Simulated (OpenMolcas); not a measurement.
**C2HCl2F3 (2,2-Dichloro-1,1,1-trifluoroethane): PBE50/ANO-RCC-VDZP (sfX2C)**

Aim: the vertical ionisation energy of C2HCl2F3 (2,2-Dichloro-1,1,1-trifluoroethane) at PBE50/ANO-RCC-VDZP (sfX2C), from 2 runs. 

The results are computed with OpenMolcas 26.06.

## Step 1: Starting point

The species is C2HCl2F3 (8 atoms), meant as a singlet with charge 0. SMILES: `FC(F)(F)C(Cl)Cl`. The shape is that of a GFN2-xTB optimisation.

Bond lengths: F1–C2 1.336 Å, C2–F3 1.336 Å, C2–F4 1.328 Å, C2–C5 1.533 Å, C5–Cl6 1.772 Å, C5–Cl7 1.773 Å, C5–H8 1.093 Å. Some angles: F1–C2–F3 106.7°, F1–C2–F4 107.5°, F1–C2–C5 110.9°, F3–C2–F4 107.5°, F3–C2–C5 110.9°, F4–C2–C5 113.0°, C2–C5–Cl6 108.9°, C2–C5–Cl7 108.9°, Cl6–C5–Cl7 111.4°, C2–C5–H8 109.4°.

## Step 2: A single-point energy at PBE50/ANO-RCC-VDZP (sfX2C)

File job.inp:

```
* C2HCl2F3 Kohn-Sham DFT
>>> EXPORT MOLCAS_PRINT=2

&GATEWAY
  Coord
  8
  bohr
  F     -0.41162014    -2.56483078     2.16961346
  C      0.34047196    -1.42252913     0.04660065
  F      2.81527619    -1.86961944    -0.18156489
  F     -0.81307356    -2.55659158    -1.87150916
  C     -0.18812224     1.42373856     0.16221409
  Cl    -3.47737953     1.90117786     0.56903433
  Cl     0.91496760     2.84600313    -2.66402251
  H      0.81946084     2.24263248     1.76961513
  Basis=ANO-RCC-VDZP
  Group=NoSym
  RX2C

&SEWARD
  Expert

&SCF
  KSDFT=HYB_GGA_XC_PBE50
  PrOrbitals=1 1
```

On the command line:

```bash
$ export MOLCAS_MEM=1860
$ pymolcas job.inp > job.log
```

Output:

```text
--- Start Module: gateway ---
[...]
--- Stop Module: gateway /rc=_RC_ALL_IS_WELL_ ---
--- Start Module: seward ---
[...]
 ###    WARNING:  EXPERT option is ON!                                       ###
 ###############################################################################
               SEWARD will generate:
[...]
      Basis functions          111
--- Stop Module: seward /rc=_RC_ALL_IS_WELL_ ---
[...]
--- Start Module: scf ---
[...]
       Convergence after  12 Iterations
[...]
::    Total KS-DFT energy                           -1299.4755018818
[...]
      Total spin, S                                     0.0000000000
[...]
      Total electronic charge=   74.000000
      Total            charge=   -0.000000
[...]
      Dipole Moment (debye):
      Origin of the operator (angstrom)=   -0.1976    0.1235   -0.2325
                   X=  3.3290E-01               Y=  1.3877E+00               Z=  8.6410E-01           Total=  1.6683E+00
      Quadrupole Moment (debye*angstrom):
[...]
--- Stop Module: scf /rc=_RC_ALL_IS_WELL_ ---
[...]
```

Run time: 42 s. Hardware: 1 thread of Arm Neoverse V2, shared host; peak memory 0.67 GiB.

## Step 3: The doublet cation, same level

File job.inp:

```
>>> EXPORT MOLCAS_PRINT=2
&gateway
coord
8
bohr
F     -0.41162014    -2.56483078     2.16961346
C      0.34047196    -1.42252913     0.04660065
F      2.81527619    -1.86961944    -0.18156489
F     -0.81307356    -2.55659158    -1.87150916
C     -0.18812224     1.42373856     0.16221409
Cl    -3.47737953     1.90117786     0.56903433
Cl     0.91496760     2.84600313    -2.66402251
H      0.81946084     2.24263248     1.76961513
basis=ANO-RCC-VDZP
group=NoSym
rx2c
&seward
expert
&scf
uhf
charge=1
spin=2
ksdft=HYB_GGA_XC_PBE50
prorbitals=1 1
```

On the command line:

```bash
$ export MOLCAS_MEM=1860
$ pymolcas job.inp > job.log
```

Output:

```text
--- Start Module: gateway ---
[...]
--- Stop Module: gateway /rc=_RC_ALL_IS_WELL_ ---
--- Start Module: seward ---
[...]
 ###    WARNING:  EXPERT option is ON!                                       ###
 ###############################################################################
               SEWARD will generate:
[...]
      Basis functions          111
--- Stop Module: seward /rc=_RC_ALL_IS_WELL_ ---
[...]
--- Start Module: scf ---
[...]
       Convergence after  35 Iterations
[...]
::    Total KS-DFT energy                           -1299.0241791373
[...]
      Total spin, S                                     0.5026451749
[...]
      Total electronic charge=   73.000000
      Total            charge=    1.000000
[...]
      Dipole Moment (debye):
      Origin of the operator (angstrom)=   -0.1976    0.1235   -0.2325
                   X= -8.6283E-01               Y=  5.1405E+00               Z=  2.3460E-01           Total=  5.2177E+00
      Center of Charge (angstrom)
[...]
--- Stop Module: scf /rc=_RC_ALL_IS_WELL_ ---
[...]
```

It took 86 s on 1 thread of Arm Neoverse V2, shared host; peak memory 0.67 GiB.

## Step 4: Results

Level: PBE50/ANO-RCC-VDZP (sfX2C).

| quantity | value |
| --- | --- |
| singlet C2HCl2F3: total energy | -1299.47550 Eh |
| singlet C2HCl2F3: dipole moment | 1.67 D |
| singlet C2HCl2F3: HOMO energy | -10.87 eV |
| singlet C2HCl2F3: LUMO energy | 0.24 eV |
| singlet C2HCl2F3: HOMO–LUMO gap | 11.11 eV |
| doublet cation: total energy | -1299.02418 Eh |
| doublet cation: HOMO energy (highest over α and β) | -16.57 eV |
| doublet cation: LUMO energy (lowest over α and β) | -13.56 eV |
| doublet cation: ⟨S²⟩ | 0.755 |
| vertical ionisation energy (to the doublet cation) | 12.281 eV |

In words: The vertical ionisation energy comes to 12.28 eV (283 kcal/mol). −ε(HOMO) before ionisation, 10.87 eV, is 1.41 eV below this ionisation energy. Mulliken charges (singlet C2HCl2F3) run from -0.23 on F1 to +0.71 on C2; they depend strongly on the basis.
